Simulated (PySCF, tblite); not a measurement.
**C5H8N2SSi: geometry, infrared bands and NMR shifts**

What infrared bands and NMR shifts should C5H8N2SSi (`Cc1cc(S[SiH3])cnn1`) show?

The runs use tblite 0.8.0 and PySCF 2.14.0, with density-fitted response routines of our own; the level of theory stands in each step. All values are computed, except where a source is named. Atoms are numbered from 0 throughout.

**1. The molecule as given**

17 atoms, charge 0, multiplicity 1; geometry from: force field or distance geometry start.

Bonds of the start (Å): C0–C1 1.48, C1–C2 1.40, C2–C3 1.38, C3–S4 1.78, S4–Si5 2.16, C3–C6 1.38, C6–N7 1.34, N7–N8 1.36, N8–C1 1.35, C0–H9 1.10, C0–H10 1.09, C0–H11 1.10, C2–H12 1.09, Si5–H13 1.48, Si5–H14 1.49, Si5–H15 1.47, C6–H16 1.08.

**2. Relaxing the molecule with GFN2-xTB**

The job: settings as JSON, then the geometry in Å.

```
{"job": {"kind": "relax", "xc": "GFN2-xTB", "basis": "xTB"}, "charge": 0, "multiplicity": 1}
C     -2.971800     0.513700     0.396800
C     -1.726200    -0.212700     0.050000
C     -0.524000     0.064600     0.720400
C      0.610000    -0.632000     0.357900
S      2.154100    -0.315800     1.188800
Si     3.203100     0.925400    -0.229900
C      0.489100    -1.611000    -0.613600
N     -0.668500    -1.867100    -1.237400
N     -1.782500    -1.165200    -0.903000
H     -3.244700     0.356600     1.453200
H     -2.856800     1.586700     0.215300
H     -3.818700     0.160700    -0.215000
H     -0.510000     0.830200     1.500600
H      2.418200     2.156900    -0.465100
H      4.535100     1.280500     0.333300
H      3.361900     0.166700    -1.479900
H      1.324800    -2.226200    -0.920800
```

Run with:

```sh
$ OMP_NUM_THREADS=1 python probes_run.py task.json out
```

This one command runs all jobs of the session in turn.

**Question.** This job is followed by: GFN2-xTB harmonic vibrations, gas phase; GIAO PBE0/pcSseg-1 NMR shielding, non-relativistic, gas phase. Predict these results of the whole session: strongest single infrared mode (GFN2-xTB); zero-point energy (GFN2-xTB); ¹³C shifts against TMS (PBE0/pcSseg-1); ¹H shifts against TMS (PBE0/pcSseg-1, means over atoms taken as alike); ³³S shifts against CS2 (PBE0/pcSseg-1); ²⁹Si shifts against TMS (PBE0/pcSseg-1); ¹⁵N shifts against NH3 (PBE0/pcSseg-1).

**Answer**, as computed:

| quantity | value |
| --- | --- |
| strongest single infrared mode (GFN2-xTB) | 763 cm⁻¹, 433 km/mol |
| zero-point energy (GFN2-xTB) | 73.2 kcal/mol |
| ¹³C shifts against TMS (PBE0/pcSseg-1) | 161.4, 149.7, 145.9, 129.9, 24.5 ppm |
| ¹H shifts against TMS (PBE0/pcSseg-1, means over atoms taken as alike) | 9.02, 7.40, 4.88, 2.88 ppm |
| ³³S shifts against CS2 (PBE0/pcSseg-1) | -109 ppm |
| ²⁹Si shifts against TMS (PBE0/pcSseg-1) | -62.4 ppm |
| ¹⁵N shifts against NH3 (PBE0/pcSseg-1) | 462.4, 437.5 ppm |

**Reading.** The optimisation took 134 steps and gained 0.303 eV; among the close pairs (by a distance rule), N7–N8 changed most, from 1.358 to 1.298 Å. All 45 modes are real, so the xTB geometry is a minimum. The strongest single mode, at 763 cm⁻¹, moves mainly H13 and H15. GFN2-xTB is a fitted tight-binding method: band positions and strengths are rough. Its intensities can rank the bands wrongly. At PBE0/pcSseg-1: The largest span, 865 ppm, is at N7, where the paramagnetic term is -519 ppm. NICS(1)zz of -25 ppm above the planar ring from C1 marks a diatropic (aromatic) ring current.
